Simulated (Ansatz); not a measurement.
**C₂H₅ClFNSi: how energies converge with the basis set**

The task here is to estimate one member of a computed series from the others.

The runs use Ansatz 0.2.0, Gaussian basis; one geometry, several basis sets.

Plan: PBE0-D4/def2-SVP; ωB97M-V/def2-SVP; PBE0-D4/def2-QZVPP; ωB97M-V/def2-QZVPP; the functionals' def2-TZVPP values are taken from earlier runs.

### The relaxed structure

An earlier PBE0-D4 in a triple-zeta def2 set relaxation fixed the geometry.

SMILES `C=C[Si](N)(F)Cl`, 11 atoms, charge 0, spin multiplicity 1.

Atoms are counted from 1 here; the program's logs count them from 0.

Bond lengths: C1–C2 1.331 Å, C1–H7 1.086 Å, C1–H8 1.086 Å, C2–Si3 1.839 Å, C2–H9 1.088 Å, Si3–N4 1.694 Å, Si3–F5 1.592 Å, Si3–Cl6 2.058 Å, N4–H10 1.008 Å, N4–H11 1.007 Å. Angles: C2–C1–H7 122.0°, C2–C1–H8 121.4°, H7–C1–H8 116.5°, C1–C2–Si3 122.0°, C1–C2–H9 119.0°, Si3–C2–H9 119.0°, C2–Si3–N4 111.6°, C2–Si3–F5 112.4°, C2–Si3–Cl6 107.3°, N4–Si3–F5 105.7°, N4–Si3–Cl6 114.8°, F5–Si3–Cl6 105.0°, Si3–N4–H10 119.1°, Si3–N4–H11 120.4°, H10–N4–H11 111.4°.

Set-up of the first run:

Input file in.yaml:

```yaml
crystal:
  periodic: [false, false, false]
  atoms:
    - {symbol: C, position_ang: [-1.133710, -1.249615, 0.740047]}
    - {symbol: C, position_ang: [-1.158891, 0.033698, 0.388570]}
    - {symbol: Si, position_ang: [0.354104, 0.922952, -0.161016]}
    - {symbol: N, position_ang: [1.588552, -0.153476, -0.594631]}
    - {symbol: F, position_ang: [0.967887, 1.842375, 0.984150]}
    - {symbol: Cl, position_ang: [-0.210861, 2.229564, -1.646813]}
    - {symbol: H, position_ang: [-2.028306, -1.778097, 1.057003]}
    - {symbol: H, position_ang: [-0.210831, -1.821943, 0.727347]}
    - {symbol: H, position_ang: [-2.104916, 0.569711, 0.415238]}
    - {symbol: H, position_ang: [2.547403, 0.151216, -0.536959]}
    - {symbol: H, position_ang: [1.455067, -0.803287, -1.352337]}
basis:
  gaussian: {orbitals: def2-SVP}
hamiltonian: {xc: pbe0, dispersion: d4}
output: {orbitals: {seedname: orbitals}}
```

Launch:

```console
$ ansatz run in.yaml --threads 4 --pin off --events-out ev --progress --plain --max-ram 10444MiB
```

Among the steps run: PBE0-D4 in def2-SVP; ωB97M-V in def2-SVP; PBE0-D4 in def2-QZVPP; ωB97M-V in def2-QZVPP.

One table of the session follows, with a row left open; its other results are not shown here.

It belongs to the step «Functionals by basis». 

| functional | basis | HOMO (eV) |
| --- | --- | --- |
| PBE0-D4 | def2-SVP | -7.94 |
| PBE0-D4 | def2-TZVPP | -8.12 |
| PBE0-D4 | def2-QZVPP | ? |
| ωB97M-V | def2-SVP | -10.28 |
| ωB97M-V | def2-TZVPP | -10.48 |
| ωB97M-V | def2-QZVPP | -10.53 |

**Question.** Estimate the row for PBE0-D4, def2-QZVPP.

**Answer.** HOMO (eV): -8.16. In the column «HOMO (eV)» it lies between ωB97M-V, def2-SVP (-10.28) and PBE0-D4, def2-TZVPP (-8.12).
